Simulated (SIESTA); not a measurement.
Co, 1 atom in the cell. The cell holds a sheet with vacuum, 1 atom: a = 2.347 Å, b = 2.347 Å, c = 23.800 Å, α = 90.00°, β = 90.00°, γ = 120.00°. The cell was built by a generator and needn't be a form met in nature.

* Program: SIESTA 5.4.2
* Task: density of states
* Functional: PBE
* Potentials or basis: PseudoDojo 0.4 standard (PBE files)
* Basis: DZP (energy shift 0.003 Ry; two zetas on semicore shells)
* Grid cutoff: 800 Ry
* Energy shift: 0.003 Ry
* k mesh: 13 × 13 × 1
* Occupations: fermi-dirac, width 0.05 eV
* Spin: non-collinear spin, random start
* Starting moments: [[-0.468, 0.485, 0.091]] μB
* dipole correction: yes
* broadening (eV): 0.1 eV
* window from (eV): -10 eV
* window to (eV): 5 eV
* energy points: 201
* k mesh for the DOS: 20 × 20 × 1

Potentials or basis: PseudoDojo 0.4 standard (PBE files), DZP (energy shift 0.003 Ry; two zetas on semicore shells).

Command:

```bash
$ siesta Co.fdf > Co.out 2>&1
```

Hardware: 1 thread of AMD EPYC 7R43 64-Core Processor (Zen 3) (shared host).

How long does it take, and how much memory?

Wall time 43 s on 1 thread of AMD EPYC 7R43 64-Core Processor (Zen 3), on a shared host, peak memory 0.31 GiB. Counts: scf iterations 18, k points 169, bands 46.
